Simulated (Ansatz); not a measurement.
# C2F2GeN2O2: the cost of one run

Method: the settings change from run to run; program: Ansatz 0.2.0, Gaussian basis.

## 1. The geometry

The geometry comes from an earlier relaxation with PBE0-D4 in a triple-zeta def2 set; it is a stationary point, not always the lowest conformer.

9 atoms, charge 0, spin multiplicity 1.

Atoms are counted from 1 here; the program's logs count them from 0.

Bond lengths: O1–C2 1.156 Å, C2–N3 1.209 Å, N3–Ge4 1.788 Å, Ge4–F5 1.704 Å, Ge4–F6 1.704 Å, Ge4–N7 1.780 Å, N7–C8 1.207 Å, C8–O9 1.157 Å. Angles: O1–C2–N3 175.6°, C2–N3–Ge4 137.0°, N3–Ge4–F5 110.4°, N3–Ge4–F6 110.4°, N3–Ge4–N7 111.9°, F5–Ge4–F6 106.0°, F5–Ge4–N7 108.9°, F6–Ge4–N7 109.0°, Ge4–N7–C8 137.3°, N7–C8–O9 175.7°.

Geometry (Å):

```xyz
9

O    -0.7726    1.0194   -3.2973
C    -0.5243    0.6132   -2.2437
N    -0.2718    0.1022   -1.1778
Ge    0.1054    0.6541    0.4803
F    -1.1701    1.6015    1.0954
F     1.4790    1.6621    0.4729
N     0.3959   -0.7107    1.5852
C     0.4079   -1.9161    1.5221
O     0.4392   -3.0721    1.5456
```

## 2. r2SCAN/aug-pcseg-2

This run has D3(BJ) with three-body dispersion, high accuracy.

Input file in.yaml:

```yaml
crystal:
  periodic: [false, false, false]
  atoms:
    - {symbol: O, position_ang: [-0.772644, 1.019433, -3.297263]}
    - {symbol: C, position_ang: [-0.524256, 0.613188, -2.243667]}
    - {symbol: N, position_ang: [-0.271843, 0.102248, -1.177838]}
    - {symbol: Ge, position_ang: [0.105379, 0.654073, 0.480293]}
    - {symbol: F, position_ang: [-1.170147, 1.601519, 1.095393]}
    - {symbol: F, position_ang: [1.479032, 1.662139, 0.472902]}
    - {symbol: N, position_ang: [0.395923, -0.710702, 1.585206]}
    - {symbol: C, position_ang: [0.407939, -1.916059, 1.522142]}
    - {symbol: O, position_ang: [0.439216, -3.072139, 1.545632]}
basis:
  gaussian: {orbitals: aug-pcseg-2}
hamiltonian: {xc: {name: r2SCAN}, dispersion: d3bjatm}
accuracy: high
```

Run with:

```
> ansatz run in.yaml --threads 4 --pin off --events-out ev --progress --plain --max-ram 11315MiB
```

**Question.** How long does this run take on 4 threads of Arm Neoverse V2, shared host, and how much memory does it need?

About 72 s, with a peak of 6.5 GiB.
